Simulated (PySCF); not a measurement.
# C3H7BO2: the cost of one run

Programs: PySCF 2.14.0, with density-fitted response routines of our own. Each step states its level of theory. These are calculated values for one molecule in the gas phase, unless marked as measured. Atoms are numbered from 0 throughout.

## (1) The molecule as given

13 atoms, charge 0, multiplicity 1; geometry from: GFN2-xTB.

Bonds of the start (Å): C0–C1 1.49, C1–C2 1.33, C2–B3 1.57, B3–O4 1.37, B3–O5 1.35, C0–H6 1.09, C0–H7 1.09, C0–H8 1.09, C1–H9 1.08, C2–H10 1.09, O4–H11 0.96, O5–H12 0.96.

## (2) TDDFT and polarisability: PBE0/def2-SVPD

The job: settings as JSON, then the geometry in Å.

```
{"job": {"kind": "uv", "xc": "PBE0", "basis": "def2-SVPD", "nstates": 8, "ntriplets": 3}, "charge": 0, "multiplicity": 1}
C      2.300098    -0.010405    -0.048696
C      0.873201     0.249955     0.292964
C     -0.179192    -0.270437    -0.332103
B     -1.666215     0.030906     0.061202
O     -2.733820    -0.515232    -0.596612
O     -1.929268     0.863772     1.093513
H      2.386081    -0.691633    -0.892187
H      2.800995     0.925452    -0.295960
H      2.816857    -0.441162     0.808814
H      0.703785     0.922395     1.123219
H      0.010582    -0.944039    -1.163926
H     -2.520969    -1.100237    -1.320895
H     -2.866523     0.981151     1.252939
```

With the program's defaults for keys left out, this is: TDDFT PBE0/def2-SVPD, vertical, gas phase, core orbitals frozen in the response.

The run is started by

```bash
> OMP_NUM_THREADS=1 python probes_run.py task.json out
```

This one command runs all jobs of the session in turn.

**Question.** How long does this first job take on 1 thread of Arm Neoverse N1, shared host, and how much memory does it need?

About 44 s, with a peak of 0.72 GiB.
